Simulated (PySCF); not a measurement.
# RhSCl: structure of the triplet

Where does triplet RhSCl go from a PBE minimum start, is the end point a minimum, and what are its modes, charges and moments?

Computed with PySCF 2.14.0. Level: PBE, basis Rh def2-SVP with ECP28, S def2-SVP, Cl def2-SVP, scalar-relativistic core potentials, no spin–orbit coupling, density fitting.

### Step 1. Starting geometry

3 atoms, charge 0, spin multiplicity 3.

Bond lengths: Rh1–S2 2.064 Å, Rh1–Cl3 2.216 Å. Angles: S2–Rh1–Cl3 114.7°.

Z-matrix (Å, degrees; charge 0 multiplicity 3):
```
Rh
S  1 2.0635
Cl 1 2.2156 2 114.66
```

### Step 2. Finding the electronic state

The steps below are one call of a driver around PySCF. For each, scf.py gives the equivalent set-up of the SCF; relaxations use the driver's own optimiser. After this first run the driver tries any further starts and a stability analysis.

Contents of scf.py:

```python
from pyscf import gto, scf, dft
mol = gto.M(atom='''
Rh     0.218872     0.397503    -0.073762
S     -0.348716    -0.633319    -1.768855
Cl    -0.324694    -0.589692     1.833814''',
    basis={'Rh': 'def2-SVP', 'S': 'def2-SVP', 'Cl': 'def2-SVP'},
    ecp={'Rh': 'def2-SVP'},
    charge=0, spin=2)
mf = dft.UKS(mol, xc='PBE')
mf.grids.atom_grid = (50, 194)
aux = {'Rh': 'def2-universal-JKFIT', 'S': 'def2-universal-JKFIT', 'Cl': 'def2-universal-JKFIT'}
mf = mf.density_fit(auxbasis=aux)
mf.conv_tol = 1e-08
mf.diis_space = 10
mf.max_cycle = 60
mf.init_guess = 'minao'
mf.verbose = 4
mf.kernel()
```

Run with:

```sh
> OMP_NUM_THREADS=2 python axn.py task.json out
```

The runs that follow: Relaxing the triplet from the PBE minimum start; Hessian and properties.

What does the calculation give? Wanted: minimum; geometry; wavenumbers; dipole moment; highest occupied, lowest empty level; polar-tensor charge of Rh1; zero-point energy; atomisation energy; ⟨S²⟩.

The runs gave:

| quantity | value |
| --- | --- |
| minimum | triplet, Cs |
| geometry | Rh–Cl 2.216 Å, Rh–S 2.063 Å; Cl–Rh–S 114.4° |
| wavenumbers (cm⁻¹) | 90 (a'), 382 (a'), 510 (a') |
| dipole moment | 1.88 D |
| highest occupied, lowest empty level (either spin) | -5.69, -5.31 eV |
| polar-tensor charge of Rh1 | +0.62 e |
| zero-point energy | 5.9 kJ/mol |
| entropy at 298.15 K | 315.1 J/(mol K) |
| atomisation energy (no zero-point energy) | 736 kJ/mol |
| ⟨S²⟩ | 2.004 |

What this shows: The PBE minimum start keeps its Cs symmetry and ends in a minimum. The strongest infrared band lies at 382 cm⁻¹ (a', stretch). Most of the spin sits on Rh1 (Mulliken spin 1.05, against 2 for the whole molecule). Other starts or spin states, not run here, may lie lower. One determinant may miss the lowest occupation of an open d or f shell.
